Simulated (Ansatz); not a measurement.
# C₂H₁₀BNSi: up Jacob's ladder to CCSD(T)

How much do the methods differ for C₂H₁₀BNSi? The plan is to run it at one geometry with functionals of several rungs and with coupled cluster, and see how far each lands from CCSD(T) at the basis-set limit for the atomisation energy.

Method: functionals in def2-TZVPP, the program's frozen cores in correlated methods; program: Ansatz 0.2.0, Gaussian basis.

Levels to be run: PBE-D4, r2SCAN-D4, PBE0-D4, B3LYP-D4, ωB97X-V, ωB97M-V, B2PLYP; CCSD(T)/def2-TZVPP; MP2/def2-QZVPP; extrapolation to the limit.

## 1. The geometry

An earlier PBE0-D4 in a triple-zeta def2 set relaxation fixed the geometry.

SMILES `CB(N)C[SiH3]`, 15 atoms, charge 0, spin multiplicity 1.

Atoms are counted from 1 here; the program's logs count them from 0.

Bond lengths: C1–B2 1.576 Å, C1–H6 1.093 Å, C1–H7 1.095 Å, C1–H8 1.096 Å, B2–N3 1.399 Å, B2–C4 1.576 Å, N3–H9 1.006 Å, N3–H10 1.005 Å, C4–Si5 1.873 Å, C4–H11 1.095 Å, C4–H12 1.096 Å, Si5–H13 1.489 Å, Si5–H14 1.490 Å, Si5–H15 1.489 Å. Angles: B2–C1–H6 114.1°, B2–C1–H7 111.1°, B2–C1–H8 109.9°, H6–C1–H7 107.9°, H6–C1–H8 107.6°, H7–C1–H8 105.8°, C1–B2–N3 119.9°, C1–B2–C4 120.8°, N3–B2–C4 119.3°, B2–N3–H9 123.6°, B2–N3–H10 122.8°, H9–N3–H10 113.6°, B2–C4–Si5 111.1°, B2–C4–H11 111.4°, B2–C4–H12 112.7°, Si5–C4–H11 106.9°, Si5–C4–H12 106.8°, H11–C4–H12 107.7° and more.

## 2. PBE-D4 (GGA)

Input file in.yaml:

```yaml
crystal:
  periodic: [false, false, false]
  atoms:
    - {symbol: C, position_ang: [-1.801371, -0.362015, -0.549445]}
    - {symbol: B, position_ang: [-0.243348, -0.583120, -0.465381]}
    - {symbol: N, position_ang: [0.480472, -0.892360, -1.622228]}
    - {symbol: C, position_ang: [0.520462, -0.424546, 0.903952]}
    - {symbol: Si, position_ang: [1.083071, 1.343939, 1.159821]}
    - {symbol: H, position_ang: [-2.200226, -0.372861, -1.567235]}
    - {symbol: H, position_ang: [-2.091462, 0.586006, -0.084746]}
    - {symbol: H, position_ang: [-2.320837, -1.142920, 0.017661]}
    - {symbol: H, position_ang: [1.474442, -1.044974, -1.632050]}
    - {symbol: H, position_ang: [0.051936, -0.970839, -2.528232]}
    - {symbol: H, position_ang: [-0.123653, -0.679195, 1.751766]}
    - {symbol: H, position_ang: [1.415411, -1.053943, 0.964609]}
    - {symbol: H, position_ang: [-0.060429, 2.290341, 1.039565]}
    - {symbol: H, position_ang: [1.695339, 1.535693, 2.504158]}
    - {symbol: H, position_ang: [2.098294, 1.719994, 0.137185]}
basis:
  gaussian: {orbitals: def2-TZVPP}
hamiltonian: {xc: pbe, dispersion: d4}
output: {forces: true, orbitals: {seedname: orbitals}}
```

Run with:

```sh
$ ansatz run in.yaml --threads 4 --pin off --events-out ev --progress --plain --max-ram 10444MiB
```

The runs that follow: r2SCAN-D4 (meta-GGA); PBE0-D4 (hybrid); B3LYP-D4 (hybrid); ωB97X-V (range-separated); ωB97M-V (range-separated); B2PLYP (double hybrid); CCSD(T) in def2-TZVPP; MP2 in def2-QZVPP.

**Question.** What will the summary of the whole plan be? Wanted: atomisation energy, CCSD(T)/CBS; farthest; mean size of error, hybrid; mean size of error, range-separated; gap, smallest and largest; T1 diagnostic; triples share of the correlation energy.

**Answer**, as computed:

| quantity | value |
| --- | --- |
| atomisation energy, CCSD(T)/CBS | 5533.9 kJ/mol |
| functionals within 27.7 kJ/mol (0.5 %) | r2SCAN-D4, PBE0-D4 |
| farthest | PBE-D4 (+70.1 kJ/mol) |
| mean size of error, hybrid | 24.5 kJ/mol |
| mean size of error, range-separated | 31.4 kJ/mol |
| gap, smallest and largest | 6.39 eV (PBE-D4), 12.73 eV (ωB97X-V) |
| T1 diagnostic | 0.0111 |
| triples share of the correlation energy | 3.7 % |

PBE-D4 misses by +70.1 kJ/mol. Double hybrids carry the basis error of their MP2 part in triple zeta, and no dispersion term here, so their miss is partly the set-up's. The reference freezes the cores and leaves out relativity and excitations past (T), so misses under about 27.7 kJ/mol can't be ranked. Hartree-Fock recovers 76 % of the binding; the rest is correlation. Orbital gaps span 6.4 to 12.7 eV; exact exchange widens them.
